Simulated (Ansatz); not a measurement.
# PtC18: the cost of one run

Method: DFT PBEsol, plane waves, PAW, scalar-relativistic, no spin polarisation, in Ansatz 0.2.0.

### 1 Starting point

The cell holds 19 atoms (C18Pt): a = 7.398 Å, b = 7.398 Å, c = 12.000 Å, α = 90.00°, β = 90.00°, γ = 120.00°.

Structure file:

```xyz
19
Lattice="7.3980 0.0000 0.0000 -3.6990 6.4069 0.0000 0.0000 0.0000 12.0000" Properties=species:S:1:pos:R:3 pbc="T T T"
C     0.0000    0.0000    1.0000
C     1.2330    0.7119    1.0000
C    -1.2330    2.1356    1.0000
C     0.0000    2.8475    1.0000
C    -2.4660    4.2712    1.0000
C    -1.2330    4.9831    1.0000
C     2.4660    0.0000    1.0000
C     3.6990    0.7119    1.0000
C     1.2330    2.1356    1.0000
C     2.4660    2.8475    1.0000
C     0.0000    4.2712    1.0000
C     1.2330    4.9831    1.0000
C     4.9320    0.0000    1.0000
C     6.1650    0.7119    1.0000
C     3.6990    2.1356    1.0000
C     4.9320    2.8475    1.0000
C     2.4660    4.2712    1.0000
C     3.6990    4.9831    1.0000
Pt   -3.0005    5.3279    3.0300
```

### 2 End point A

input.yaml

```yaml
crystal:
  lattice:
    - [7.398, 0.0, 0.0]
    - [-3.699, 6.406856, 0.0]
    - [0.0, 0.0, 12.0]
  atoms:
    - { symbol: C, position: [0.0, 0.0, 0.0833333] }
    - { symbol: C, position: [0.2222222, 0.1111111, 0.0833333] }
    - { symbol: C, position: [0.0, 0.3333333, 0.0833333] }
    - { symbol: C, position: [0.2222222, 0.4444444, 0.0833333] }
    - { symbol: C, position: [0.0, 0.6666667, 0.0833333] }
    - { symbol: C, position: [0.2222222, 0.7777778, 0.0833333] }
    - { symbol: C, position: [0.3333333, 0.0, 0.0833333] }
    - { symbol: C, position: [0.5555556, 0.1111111, 0.0833333] }
    - { symbol: C, position: [0.3333333, 0.3333333, 0.0833333] }
    - { symbol: C, position: [0.5555556, 0.4444444, 0.0833333] }
    - { symbol: C, position: [0.3333333, 0.6666667, 0.0833333] }
    - { symbol: C, position: [0.5555556, 0.7777778, 0.0833333] }
    - { symbol: C, position: [0.6666667, 0.0, 0.0833333] }
    - { symbol: C, position: [0.8888889, 0.1111111, 0.0833333] }
    - { symbol: C, position: [0.6666667, 0.3333333, 0.0833333] }
    - { symbol: C, position: [0.8888889, 0.4444444, 0.0833333] }
    - { symbol: C, position: [0.6666667, 0.6666667, 0.0833333] }
    - { symbol: C, position: [0.8888889, 0.7777778, 0.0833333] }
    - { symbol: Pt, position: [0.0102114, 0.8315953, 0.2525] }
basis:
  ecutwfc: 420.0
kpoints:
  mp_grid: { grid: [2, 2, 1] }
hamiltonian:
  xc: pbesol
scf:
  occupations: { method: gaussian, width: 0.05 }
  lower_state_search: "off"
relax:
  f_tol: 0.03
  max_steps: 60
  adjacent_minimum: "off"
```

Launch:

```console
$ ansatz run input.yaml --threads 1 --pin off --max-ram 3072MiB --backend cpu --events-out ev --progress --plain --runs-dir out
```

What time and memory should one allow on 1 thread of AMD EPYC 9R14 (Zen 4), shared host?

About 28 s, with a peak of 0.73 GiB.
